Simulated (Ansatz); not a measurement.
# BClH5OP: the cost of one run

Program: Ansatz 0.2.0. Level of theory: RKS revPBE/6-31G*. These are calculated values, not measurements.

**1. The starting structure**

Bond lengths: B1–Cl2 2.210 Å, B1–O3 1.410 Å, O3–H4 1.010 Å, B1–H5 1.190 Å, B1–P6 2.210 Å, P6–H7 1.420 Å, P6–H8 1.420 Å, Cl2–H9 1.342 Å, P6–H9 1.396 Å. Angles (14 of 15 angles, heavy atoms first): Cl2–B1–O3 120.0°, Cl2–B1–P6 71.6°, O3–B1–P6 96.8°, B1–Cl2–H9 73.8°, Cl2–B1–H5 120.0°, O3–B1–H5 120.0°, H5–B1–P6 101.3°, B1–O3–H4 109.5°, B1–P6–H7 109.5°, B1–P6–H8 109.5°, B1–P6–H9 73.0°, Cl2–H9–P6 141.6°, H7–P6–H8 109.4°, H7–P6–H9 43.8°.

Structure file:

```xyz
9

B     0.0000    0.0000    0.0000
Cl    0.0000    0.0000    2.2100
O     1.2211    0.0000   -0.7050
H     1.5209   -0.9519   -0.8599
H    -1.0305    0.0000   -0.5950
P     0.0991    2.0949    0.6969
H     0.6595    2.1347    2.0010
H     0.9104    2.8515   -0.1895
H     0.0608    1.2870    1.8353
```

**2. Pulling towards end A**

Springs on the bonds that form and break draw the guess towards this end; the thresholds are loose.

input.yaml

```yaml
crystal:
  periodic: [false, false, false]
  atoms:
    - { symbol: B, position_ang: [0.0, 0.0, 0.0] }
    - { symbol: Cl, position_ang: [0.0, 0.0, 2.21] }
    - { symbol: O, position_ang: [1.2211, 0.0, -0.705] }
    - { symbol: H, position_ang: [1.5209, -0.9519, -0.8599] }
    - { symbol: H, position_ang: [-1.0305, 0.0, -0.595] }
    - { symbol: P, position_ang: [0.0991, 2.0949, 0.6969] }
    - { symbol: H, position_ang: [0.6595, 2.1347, 2.001] }
    - { symbol: H, position_ang: [0.9104, 2.8515, -0.1895] }
    - { symbol: H, position_ang: [0.0608, 1.287, 1.8353] }
basis:
  gaussian: { orbitals: "6-31G*" }
hamiltonian:
  xc: revpbe
relax:
  f_tol: 0.15
  max_steps: 25
  restrain:
    - { distance: [0, 5], at: 3.11, k: 30.0 }
    - { distance: [8, 1], at: 2.57, k: 30.0 }
    - { distance: [0, 1], at: 1.86, k: 30.0 }
    - { distance: [8, 5], at: 1.42, k: 30.0 }
```

The run is started by

```
ansatz run input.yaml --threads 1 --pin off --max-ram 2048MiB --backend cpu --events-out ev --progress --plain --runs-dir out
```

Q: Estimate wall time and peak memory on 1 thread of Arm Neoverse N1, shared host.

About 61 s, with a peak of 0.14 GiB.
